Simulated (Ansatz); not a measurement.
# CuS: the cost of one run

Method: DFT LDA+U (U_eff = 4 eV on Cu d), plane waves, PAW, in Ansatz 0.2.0.

## (1) The system as given

Symmetry: P-6m2, No. 187, hexagonal system. The conventional cell has a = 3.436 Å, b = 3.436 Å, c = 3.353 Å, α = 90.00°, β = 90.00°, γ = 120.00°. Cu (site symmetry -6m2) has 6 S at 2.60 Å in its first shell of neighbours. S (site symmetry -6m2) is surrounded by 6 Cu at 2.60 Å.

Structure file:

```xyz
2
Lattice="3.4355 0.0000 0.0000 -1.7178 2.9753 0.0000 0.0000 0.0000 3.3529" Properties=species:S:1:pos:R:3 pbc="T T T"
Cu    0.0000    0.0000    0.0000
S     1.7178    0.9918    1.6765
```

An earlier series on this cell reached its lowest free state from «ferromagnetic start, free, natural orbitals of the symmetric run filled by rank», perhaps among other starts (it ended with site moments under 0.05 μB).

## (2) Total moment locked, 1.00 μB per cell

File input.yaml:

```yaml
crystal:
  lattice:
    - [3.43554872, 0.0, 0.0]
    - [-1.71777436, 2.97527247, 0.0]
    - [0.0, 0.0, 3.35292534]
  atoms:
    - { symbol: Cu, position: [0.0, 0.0, 0.0], spin: 1.0 }
    - { symbol: S, position: [0.6666666667, 0.3333333333, 0.5] }
basis:
  ecutwfc: 420
  ecutrho_ratio: 4
kpoints:
  mp_grid: { grid: [6, 6, 6] }
hamiltonian:
  xc: lda
  hubbard:
    sites:
      - { site: 0, l: d, u_eff: 4.0, starting_ns: [{ spin: up, occupation_matrix: s0up }, { spin: down, occupation_matrix: s0down }] }
    occupation_matrices:
      s0up:
        matrix:
          - [0.97, 0.0, 0.0, 0.0, 0.0]
          - [0.0, 0.97, 0.0, 0.0, 0.0]
          - [0.0, 0.0, 0.97, 0.0, 0.0]
          - [0.0, 0.0, 0.0, 0.97, 0.0]
          - [0.0, 0.0, 0.0, 0.0, 0.97]
      s0down:
        matrix:
          - [0.97, 0.0, 0.0, 0.0, 0.0]
          - [0.0, 0.02, 0.0, 0.0, 0.0]
          - [0.0, 0.0, 0.97, 0.0, 0.0]
          - [0.0, 0.0, 0.0, 0.97, 0.0]
          - [0.0, 0.0, 0.0, 0.0, 0.97]
    ns_hold: { iters: 8 }
scf:
  occupations: { method: gaussian, width: 0.05 }
  lower_state_search: "off"
  max_iter: 150
output:
  forces: true
  stress: true
  eigenvalues: true
  populations: true
  hubbard: { sites: [{ site: 0, l: d }] }
magnetization:
  spin_polarized: true
  initial_magnetization: 1.0
  spin_locking: { lock_magnetization: hard }
```

The typed matrices put 0.97 on the chosen orbitals and 0.02 on the others, and are held for 8 cycles. The lock stays on to the end, so the result is a constrained state unless its moments die out.

Run with:

```bash
> ansatz run input.yaml --threads 2 --pin off --max-ram 3072MiB --backend cpu --events-out ev --progress --plain --runs-dir out
```

**Question.** How long does this run take on 2 threads of Intel Xeon 6975P-C (Granite Rapids), shared host, and how much memory does it need?

About 3.8 s, with a peak of 0.41 GiB.
